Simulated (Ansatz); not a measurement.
**CH₆BFOSi: how energies converge with the basis set**

The task here is to estimate one member of a computed series from the others.

The runs use Ansatz 0.2.0, Gaussian basis; one geometry, several basis sets.

Plan: PBE0-D4/def2-SVP; ωB97M-V/def2-SVP; PBE0-D4/def2-QZVPP; ωB97M-V/def2-QZVPP; the functionals' def2-TZVPP values are taken from earlier runs.

### Structure used throughout

All runs share one geometry, relaxed beforehand with PBE0-D4 in a triple-zeta def2 set.

SMILES `B[Si](C)(O)F`, 11 atoms, charge 0, spin multiplicity 1.

Atoms are counted from 1 here; the program's logs count them from 0.

Bond lengths: B1–Si2 2.013 Å, B1–H6 1.195 Å, B1–H7 1.196 Å, Si2–C3 1.860 Å, Si2–O4 1.643 Å, Si2–F5 1.610 Å, C3–H8 1.092 Å, C3–H9 1.093 Å, C3–H10 1.094 Å, O4–H11 0.959 Å. Angles: Si2–B1–H6 122.8°, Si2–B1–H7 119.9°, H6–B1–H7 117.3°, B1–Si2–C3 113.4°, B1–Si2–O4 105.7°, B1–Si2–F5 111.6°, C3–Si2–O4 112.6°, C3–Si2–F5 105.6°, O4–Si2–F5 107.9°, Si2–C3–H8 110.9°, Si2–C3–H9 111.2°, Si2–C3–H10 110.5°, H8–C3–H9 108.3°, H8–C3–H10 108.3°, H9–C3–H10 107.5°, Si2–O4–H11 118.5°.

The first run:

File in.yaml:

```yaml
crystal:
  periodic: [false, false, false]
  atoms:
    - {symbol: B, position_ang: [1.080224, 1.256749, 1.022045]}
    - {symbol: Si, position_ang: [0.378859, -0.042416, -0.345937]}
    - {symbol: C, position_ang: [-1.454601, -0.331285, -0.220139]}
    - {symbol: O, position_ang: [1.251157, -1.419299, -0.138954]}
    - {symbol: F, position_ang: [0.631496, 0.482838, -1.846783]}
    - {symbol: H, position_ang: [1.476580, 2.347484, 0.736649]}
    - {symbol: H, position_ang: [1.078145, 0.960295, 2.180899]}
    - {symbol: H, position_ang: [-1.719210, -0.740575, 0.757595]}
    - {symbol: H, position_ang: [-2.011902, 0.597856, -0.365861]}
    - {symbol: H, position_ang: [-1.784663, -1.037459, -0.988033]}
    - {symbol: H, position_ang: [1.139315, -2.131386, -0.771081]}
basis:
  gaussian: {orbitals: def2-SVP}
hamiltonian: {xc: pbe0, dispersion: d4}
output: {orbitals: {seedname: orbitals}}
```

On the command line:

```sh
$ ansatz run in.yaml --threads 4 --pin off --events-out ev --progress --plain --max-ram 10444MiB
```

Steps of the session up to this table: PBE0-D4 in def2-SVP; ωB97M-V in def2-SVP; PBE0-D4 in def2-QZVPP; ωB97M-V in def2-QZVPP.

One table of the session follows, with a row left open; its other results are not shown here.

It belongs to the step «Functionals by basis». 

| functional | basis | HOMO (eV) | LUMO (eV) |
| --- | --- | --- | --- |
| PBE0-D4 | def2-SVP | ? | ? |
| PBE0-D4 | def2-TZVPP | -8.04 | -2.48 |
| PBE0-D4 | def2-QZVPP | -8.06 | -2.50 |
| ωB97M-V | def2-SVP | -10.10 | -0.30 |
| ωB97M-V | def2-TZVPP | -10.23 | -0.50 |
| ωB97M-V | def2-QZVPP | -10.25 | -0.56 |

**Question.** Estimate the row for PBE0-D4, def2-SVP.

As computed: HOMO (eV): -7.94; LUMO (eV): -2.38. In the column «HOMO (eV)» it is the highest.
